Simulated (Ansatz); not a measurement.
# C₂H₈GeO₃: one species, many methods

The task here is to estimate one member of a computed series from the others.

Program: Ansatz 0.2.0, Gaussian basis. Level of theory: functionals in def2-TZVPP, the program's frozen cores in correlated methods. These are calculated values, not measurements.

The runs, in order: PBE-D4, r2SCAN-D4, PBE0-D4, B3LYP-D4, ωB97X-V, ωB97M-V, B2PLYP; CCSD(T)/def2-TZVPP; MP2/def2-QZVPP; extrapolation to the limit.

**The relaxed structure**

An earlier PBE0-D4 in a triple-zeta def2 set relaxation fixed the geometry.

SMILES `C[O][GeH]([OH])[O]C`, 14 atoms, charge 0, spin multiplicity 1.

Atoms are counted from 1 here; the program's logs count them from 0.

Bond lengths: C1–O2 1.411 Å, C1–H7 1.096 Å, C1–H8 1.097 Å, C1–H9 1.092 Å, O2–Ge3 1.770 Å, Ge3–O4 1.761 Å, Ge3–O5 1.762 Å, Ge3–H10 1.527 Å, O4–H11 0.961 Å, O5–C6 1.413 Å, C6–H12 1.092 Å, C6–H13 1.095 Å, C6–H14 1.096 Å. Angles: O2–C1–H7 112.1°, O2–C1–H8 111.9°, O2–C1–H9 107.9°, H7–C1–H8 108.3°, H7–C1–H9 108.4°, H8–C1–H9 108.1°, C1–O2–Ge3 119.9°, O2–Ge3–O4 102.8°, O2–Ge3–O5 109.9°, O2–Ge3–H10 114.6°, O4–Ge3–O5 111.0°, O4–Ge3–H10 112.8°, O5–Ge3–H10 105.8°, Ge3–O4–H11 110.7°, Ge3–O5–C6 119.5°, O5–C6–H12 107.8°, O5–C6–H13 111.7°, O5–C6–H14 111.9° and more.

Set-up of the first run:

in.yaml

```yaml
crystal:
  periodic: [false, false, false]
  atoms:
    - {symbol: C, position_ang: [0.527025, -1.325007, -1.608708]}
    - {symbol: O, position_ang: [0.355626, 0.055524, -1.373228]}
    - {symbol: Ge, position_ang: [0.907192, 0.765599, 0.151394]}
    - {symbol: O, position_ang: [0.360128, 2.434307, 0.025204]}
    - {symbol: O, position_ang: [0.135840, -0.051996, 1.508506]}
    - {symbol: C, position_ang: [-1.269292, -0.000177, 1.643051]}
    - {symbol: H, position_ang: [0.072535, -1.936677, -0.820848]}
    - {symbol: H, position_ang: [1.586652, -1.597375, -1.688984]}
    - {symbol: H, position_ang: [0.041559, -1.567036, -2.556439]}
    - {symbol: H, position_ang: [2.409517, 0.652477, 0.398491]}
    - {symbol: H, position_ang: [-0.180766, 2.556261, -0.759958]}
    - {symbol: H, position_ang: [-1.536727, -0.538239, 2.554692]}
    - {symbol: H, position_ang: [-1.630490, 1.030254, 1.729029]}
    - {symbol: H, position_ang: [-1.778809, -0.477916, 0.797807]}
basis:
  gaussian: {orbitals: def2-TZVPP}
hamiltonian: {xc: pbe, dispersion: d4}
output: {forces: true, orbitals: {seedname: orbitals}}
```

The run is started by

```console
$ ansatz run in.yaml --threads 2 --pin off --events-out ev --progress --plain --max-ram 20480MiB --backend cuda --devices 0, --max-vram 18GiB
```

Steps of the session up to this table: PBE-D4 (GGA); r2SCAN-D4 (meta-GGA); PBE0-D4 (hybrid); B3LYP-D4 (hybrid); ωB97X-V (range-separated); ωB97M-V (range-separated); B2PLYP (double hybrid); CCSD(T) in def2-TZVPP; MP2 in def2-QZVPP.

One table of the session follows, with a row left open; its other results are not shown here.

| method | atomisation energy (kJ/mol) |
| --- | --- |
| PBE-D4 | 5268.6 |
| r2SCAN-D4 | 5190.6 |
| PBE0-D4 | 5151.2 |
| B3LYP-D4 | ? |
| ωB97X-V | 5197.9 |
| ωB97M-V | 5182.4 |
| B2PLYP | 5125.7 |
| HF/def2-TZVPP | 3651.6 |
| MP2/def2-TZVPP | 5175.3 |
| CCSD/def2-TZVPP | 4995.5 |
| CCSD(T)/def2-TZVPP | 5077.1 |
| MP2/CBS | 5304.0 |
| CCSD(T)/CBS | 5205.7 |

Estimate the missing values for B3LYP-D4.

The run gave: atomisation energy (kJ/mol): 5160.0. In the column «atomisation energy (kJ/mol)» it lies between PBE0-D4 (5151.2) and MP2/def2-TZVPP (5175.3).

Caveats from the session: Free atoms (2 C, 3 O, 1 Ge, 8 H) were run apart at each level; the atomisation energy is their sum less the molecule, without zero-point or spin-orbit terms.
